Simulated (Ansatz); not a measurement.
# BiP (WC type): the equilibrium volume

At what volume is BiP (WC type) free of pressure? This structure was made by substitution into a known type, so it needn't be the compound's stable form.

Program: Ansatz 0.2.0. Level of theory: DFT PBEsol, scalar-relativistic, plane waves, PAW. These are calculated values, not measurements.

### Step 1. Starting point

Symmetry: P-6m2, No. 187, hexagonal system. The conventional cell has a = 3.955 Å, b = 3.955 Å, c = 3.860 Å, α = 90.00°, β = 90.00°, γ = 120.00°. Bi (site symmetry -6m2) is surrounded by 6 P at 2.99 Å. P (site symmetry -6m2) is surrounded by 6 Bi at 2.99 Å.

Structure file:

```xyz
2
Lattice="3.9553 0.0000 0.0000 -1.9777 3.4254 0.0000 0.0000 0.0000 3.8602" Properties=species:S:1:pos:R:3 pbc="T T T"
Bi    0.0000    0.0000    0.0000
P     1.9777    1.1418    1.9301
```

### Step 2. Relaxing cell and atoms

input.yaml

```yaml
crystal:
  lattice:
    - [3.9553131248, 0.0, 0.0]
    - [-1.9776565624, 3.425401646, 0.0]
    - [0.0, 0.0, 3.8601896473]
  atoms:
    - { symbol: Bi, position: [0.0, 0.0, 0.0] }
    - { symbol: P, position: [0.6666666667, 0.3333333333, 0.5] }
basis:
  ecutwfc: 420
  ecutrho_ratio: 4
kpoints:
  mp_grid: { grid: [10, 10, 10] }
hamiltonian:
  xc: pbesol
scf:
  occupations: { method: gaussian, width: 0.05 }
output:
  forces: true
  stress: true
  eigenvalues: true
relax:
  f_tol: 0.01
  max_steps: 60
  cell: { stress_tol: 0.04 }
```

The run is started by

```bash
> ansatz run input.yaml --threads 4 --pin off --max-ram 9216MiB --backend cpu --events-out ev --progress --plain --runs-dir out
```

Before running it: what results should come out? Wanted: volume; pressure; conventional cell; gap on the mesh.

The runs gave:

| quantity | value |
| --- | --- |
| volume | 24.183 Å³/atom |
| pressure | -0.01 GPa |
| conventional cell | a = 3.872 Å, b = 3.872 Å, c = 3.725 Å, α = 90.00°, β = 90.00°, γ = 120.00° |
| gap on the mesh | none (metal) |

In words: Over the one relaxation shown the cell moved from 26.15 to 24.18 Å³/atom, a change of -7.5 %, where the pressure is zero within 0.01 GPa. Spin–orbit coupling is left out, though the cell holds Bi; in elements this heavy it can shift levels and gaps by tenths of an eV.
